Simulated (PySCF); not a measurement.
# C6ClF5 (1-Chloropentafluorobenzene): the cost of one run

Programs: PySCF 2.14.0, with density-fitted response routines of our own. Each step states its level of theory. These are calculated values for one molecule, in the gas phase or a continuum, unless marked as measured. Atoms count from 0, in the outputs and in this text.

## 1. The starting structure

12 atoms, charge 0, multiplicity 1; geometry from: GFN2-xTB. The atoms were then displaced at random by about 0.01 Å, so the start is not that level's minimum.

Bonds of the start (Å): F0–C1 1.31, C1–C2 1.39, C2–F3 1.30, C2–C4 1.41, C4–F5 1.34, C4–C6 1.40, C6–Cl7 1.72, C6–C8 1.39, C8–F9 1.34, C8–C10 1.40, C10–F11 1.32, C10–C1 1.39.

## 2. Relaxing the molecule at PBE0-D3(BJ)/def2-SVP

The job: settings as JSON, then the geometry in Å.

```
{"job": {"xc": "PBE0", "basis": "def2-SVP", "d3": "d3bj", "grid": 1, "shake": 0.01, "kind": "geom"}, "charge": 0, "multiplicity": 1}
F     -2.715710    -0.386380    -0.009000
C     -1.422560    -0.190990    -0.010130
C     -0.900190     1.096190     0.007500
F     -1.653800     2.159380     0.030380
C      0.497870     1.267770     0.011720
F      0.997040     2.512470     0.044620
C      1.373750     0.177180     0.003820
Cl     3.078650     0.409840     0.005410
C      0.812080    -1.096920    -0.001920
F      1.613390    -2.166600    -0.029680
C     -0.574370    -1.291670    -0.018060
F     -1.066460    -2.518560    -0.043690
```

Started as:

```console
> OMP_NUM_THREADS=1 python probes_run.py task.json out
```

The driver reads the jobs from task.json and runs them one after another.

**Question.** How long does this first job take on 1 thread of Arm Neoverse V1, shared host, and how much memory does it need?

About 1.9 min, with a peak of 0.73 GiB.
